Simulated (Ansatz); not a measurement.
# CH₅BN₂Si: how energies converge with the basis set

How large a basis does CH₅BN₂Si need? Two functionals are run in growing sets.

Computed with Ansatz 0.2.0, Gaussian basis. Level: one geometry, several basis sets.

Plan: PBE0-D4/def2-SVP; ωB97M-V/def2-SVP; PBE0-D4/def2-QZVPP; ωB97M-V/def2-QZVPP; the functionals' def2-TZVPP values are taken from earlier runs.

### Step 1. The relaxed structure

An earlier PBE0-D4 in a triple-zeta def2 set relaxation fixed the geometry.

10 atoms, charge 0, spin multiplicity 1.

Atoms are counted from 1 here; the program's logs count them from 0.

Bond lengths: Si1–B2 2.012 Å, Si1–H6 1.491 Å, Si1–H7 1.488 Å, Si1–H8 1.484 Å, B2–N3 1.463 Å, B2–C4 1.718 Å, B2–N5 1.501 Å, N3–C4 1.302 Å, C4–N5 1.401 Å, C4–H9 1.094 Å, N5–H10 1.016 Å. Angles: B2–Si1–H6 108.4°, B2–Si1–H7 110.7°, B2–Si1–H8 111.6°, H6–Si1–H7 107.8°, H6–Si1–H8 109.0°, H7–Si1–H8 109.2°, Si1–B2–N3 130.9°, Si1–B2–C4 149.4°, Si1–B2–N5 130.9°, N3–B2–C4 47.5°, N3–B2–N5 94.7°, C4–B2–N5 51.0°, B2–N3–C4 76.6°, B2–C4–N3 55.9°, B2–C4–N5 56.5°, B2–C4–H9 152.9°, N3–C4–N5 107.5°, N3–C4–H9 128.0° and more.

Geometry (Å):

```
Si   -1.0505   -1.2790   -0.5326
B     0.4884   -0.2097    0.1995
N     0.8976    0.0603    1.5779
C     1.0657    1.2063    0.9829
N     1.2444    0.9495   -0.3826
H    -2.2425   -0.3882   -0.6176
H    -0.7472   -1.7670   -1.9056
H    -1.3738   -2.4372    0.3376
H     0.9374    2.2088    1.4027
H     0.8637    1.6050   -1.0593
```

### Step 2. PBE0-D4 in def2-SVP

in.yaml reads:

```yaml
crystal:
  periodic: [false, false, false]
  atoms:
    - {symbol: Si, position_ang: [-1.050472, -1.278986, -0.532607]}
    - {symbol: B, position_ang: [0.488422, -0.209741, 0.199499]}
    - {symbol: N, position_ang: [0.897594, 0.060273, 1.577887]}
    - {symbol: C, position_ang: [1.065661, 1.206297, 0.982950]}
    - {symbol: N, position_ang: [1.244424, 0.949511, -0.382642]}
    - {symbol: H, position_ang: [-2.242497, -0.388219, -0.617582]}
    - {symbol: H, position_ang: [-0.747230, -1.767037, -1.905643]}
    - {symbol: H, position_ang: [-1.373840, -2.437160, 0.337646]}
    - {symbol: H, position_ang: [0.937386, 2.208832, 1.402740]}
    - {symbol: H, position_ang: [0.863651, 1.605031, -1.059347]}
basis:
  gaussian: {orbitals: def2-SVP}
hamiltonian: {xc: pbe0, dispersion: d4}
output: {orbitals: {seedname: orbitals}}
```

Started as:

```
$ ansatz run in.yaml --threads 2 --pin off --events-out ev --progress --plain --max-ram 4352MiB
```

Further steps of the session: ωB97M-V in def2-SVP; PBE0-D4 in def2-QZVPP; ωB97M-V in def2-QZVPP.

**Question.** What will the summary of the whole plan be? Wanted: PBE0-D4: double and triple zeta above quadruple; ωB97M-V: double and triple zeta above quadruple.

**Answer**, as computed:

```
                                       quantity          value
PBE0-D4: double and triple zeta above quadruple  8.60, 0.54 eV
ωB97M-V: double and triple zeta above quadruple  8.79, 0.50 eV
```

**Reading.** PBE0-D4 gains 8.06 eV from double to triple zeta, then 0.54 eV more. These are total energies; as a rule much of such shifts cancels in differences, which this series doesn't test.
